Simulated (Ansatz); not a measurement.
# CH4F2O2SW: how energies converge with the basis set

An exercise on one series of results from a longer session: the logs are not shown, and one member is left open.

Method: one geometry, several basis sets; program: Ansatz 0.2.0, Gaussian basis.

Plan: PBE0-D4/def2-SVP; ωB97M-V/def2-SVP; PBE0-D4/def2-QZVPP; ωB97M-V/def2-QZVPP; the functionals' def2-TZVPP values are taken from earlier runs.

## The geometry

All runs share one geometry, relaxed beforehand with PBE0-D4 in a triple-zeta def2 set. W takes the def2 core potential; no spin-orbit term is included.

SMILES `C[O][W]([OH])([F])([F])=[S]`, 11 atoms, charge 0, spin multiplicity 1.

Atoms are counted from 1 here; the program's logs count them from 0.

Bond lengths: C1–O2 1.404 Å, C1–H8 1.094 Å, C1–H9 1.095 Å, C1–H10 1.091 Å, O2–W3 1.861 Å, W3–O4 1.876 Å, W3–F5 1.881 Å, W3–F6 1.863 Å, W3–S7 2.112 Å, O4–H11 0.960 Å. Angles: O2–C1–H8 109.7°, O2–C1–H9 109.5°, O2–C1–H10 109.0°, H8–C1–H9 109.2°, H8–C1–H10 109.7°, H9–C1–H10 109.8°, C1–O2–W3 135.7°, O2–W3–O4 88.7°, O2–W3–F5 84.3°, O2–W3–F6 150.4°, O2–W3–S7 102.7°, O4–W3–F5 146.0°, O4–W3–F6 86.4°, O4–W3–S7 108.7°, F5–W3–F6 83.7°, F5–W3–S7 105.3°, F6–W3–S7 106.5°, W3–O4–H11 123.8°.

Set-up of the first run:

File in.yaml:

```yaml
crystal:
  periodic: [false, false, false]
  atoms:
    - {symbol: C, position_ang: [0.893645, -1.431763, -0.768338]}
    - {symbol: O, position_ang: [-0.050848, -0.725629, -0.007234]}
    - {symbol: W, position_ang: [-0.452044, 1.067294, 0.286115]}
    - {symbol: O, position_ang: [-1.771294, 0.526888, 1.505964]}
    - {symbol: F, position_ang: [0.006146, 1.272652, -1.526268]}
    - {symbol: F, position_ang: [-1.521526, 2.560484, -0.027484]}
    - {symbol: S, position_ang: [1.229246, 1.749546, 1.366858]}
    - {symbol: H, position_ang: [0.979706, -0.980514, -1.760824]}
    - {symbol: H, position_ang: [1.867017, -1.392186, -0.269361]}
    - {symbol: H, position_ang: [0.568735, -2.469178, -0.863251]}
    - {symbol: H, position_ang: [-1.683584, -0.234694, 2.084521]}
basis:
  gaussian: {orbitals: def2-SVP}
hamiltonian: {xc: pbe0, dispersion: d4}
output: {orbitals: {seedname: orbitals}}
```

Run with:

```bash
> ansatz run in.yaml --threads 4 --pin off --events-out ev --progress --plain --max-ram 11315MiB
```

Steps of the session up to this table: PBE0-D4 in def2-SVP; ωB97M-V in def2-SVP; PBE0-D4 in def2-QZVPP; ωB97M-V in def2-QZVPP.

One of the session's tables, all rows but one given; the rest of the session is left out.

It belongs to the step «Functionals by basis». 

| functional | basis | HOMO (eV) | LUMO (eV) |
| --- | --- | --- | --- |
| PBE0-D4 | def2-SVP | -8.28 | -3.11 |
| PBE0-D4 | def2-TZVPP | -8.23 | -3.01 |
| PBE0-D4 | def2-QZVPP | -8.25 | -3.03 |
| ωB97M-V | def2-SVP | -10.39 | -0.91 |
| ωB97M-V | def2-TZVPP | ? | ? |
| ωB97M-V | def2-QZVPP | -10.38 | -0.88 |

Q: Estimate the row for ωB97M-V, def2-TZVPP from the others.

**Answer.** HOMO (eV): -10.36; LUMO (eV): -0.83. In the column «HOMO (eV)» it lies between ωB97M-V, def2-QZVPP (-10.38) and PBE0-D4, def2-SVP (-8.28).
